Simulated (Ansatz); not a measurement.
**H₂Se (singlet): the correlation ladder at angle H2–Se1–H3 = 68.0°, cc-pVDZ**

An exercise on one series of results from a longer session: the logs are not shown, and one member is left open.

Method: cc-pVDZ, core rule «outside noble gas», up to 14 orbitals frozen; program: Ansatz 0.2.0, Gaussian basis.

To be run: UHF; CCSD(T) on RHF; BCCD(T) on RHF; CISD; CCSDT(Q) on RHF; CCSDTQ on RHF; CASSCF and MRCISD+Q, 2 electrons in 2 orbitals; CASSCF and NEVPT2, 2 electrons in 2 orbitals; CASSCF and MRCISD+Q, 8 electrons in 6 orbitals; CASSCF and NEVPT2, 8 electrons in 6 orbitals; Full CI.

14 further runs of the same task are left out: 10 that didn't finish, 4 set aside as unsound or not needed.

### What is computed

The geometry derives from a PBE0/def2-TZVP stationary point (not a proven minimum). One angle is set to the value named; bond lengths are kept. No spin-orbit coupling is included. The filled d shell of Se may be among the frozen orbitals whatever the setting's name suggests; the logs give the count.

3 atoms, charge 0, spin multiplicity 1.

Atoms are counted from 1 here; the program's logs count them from 0.

Bond lengths: Se1–H2 1.467 Å, Se1–H3 1.467 Å. Angles: H2–Se1–H3 68.0°.

Set-up of the first run:

The input, in.yaml:

```yaml
crystal:
  periodic: [false, false, false]
  atoms:
    - {symbol: Se, position_ang: [0.000000, -0.030273, 0.000000]}
    - {symbol: H, position_ang: [0.000000, 1.185778, -0.820232]}
    - {symbol: H, position_ang: [0.000000, 1.185773, 0.820239]}
basis:
  gaussian: {orbitals: cc-pVDZ}
magnetization: {spin_polarized: true, initial_magnetization: 0}
hamiltonian: {xc: hf}
output: {orbitals: {seedname: orbitals}}
```

On the command line:

```console
> ansatz run in.yaml --threads 1 --pin off --events-out ev --progress --plain --max-ram 2393MiB
```

Among the steps run: UHF; CCSD(T) on RHF; BCCD(T) on RHF; CISD; CCSDT(Q) on RHF; CCSDTQ on RHF; CASSCF and MRCISD+Q, 2 electrons in 2 orbitals; CASSCF and NEVPT2, 2 electrons in 2 orbitals; CASSCF and MRCISD+Q, 8 electrons in 6 orbitals; CASSCF and NEVPT2, 8 electrons in 6 orbitals; Full CI.

One table of the session follows, with a row left open; its other results are not shown here.

It belongs to the step «Misses and costs». 

| method | from FCI (kcal/mol) |
| --- | --- |
| RHF | +98.87 |
| RMP2 | +15.92 |
| CISD | +6.95 |
| RCCSD | +2.53 |
| RCCSD(T) | +0.42 |
| BCCD(T) | +0.42 |
| RCCSDT | +0.16 |
| RCCSDT(Q) | ? |
| RCCSDTQ | +0.01 |
| CASSCF pair | +87.67 |
| NEVPT2 pair | +15.29 |
| MRCISD pair | +5.34 |
| MRCISD+Q pair | -0.21 |
| CASSCF valence | +73.88 |
| NEVPT2 valence | +16.18 |
| MRCISD valence | +3.56 |
| MRCISD+Q valence | -0.20 |
| FCI | 0 |

**Question.** Estimate the row for RCCSDT(Q).

The run gave: from FCI (kcal/mol): +0.02. In the column «from FCI (kcal/mol)» it lies between RCCSDTQ (+0.01) and RCCSDT (+0.16).

Caveats from the session: MRCISD+Q pair, MRCISD+Q valence fall below full CI: the +Q correction isn't variational, and the cores differ from full CI's.
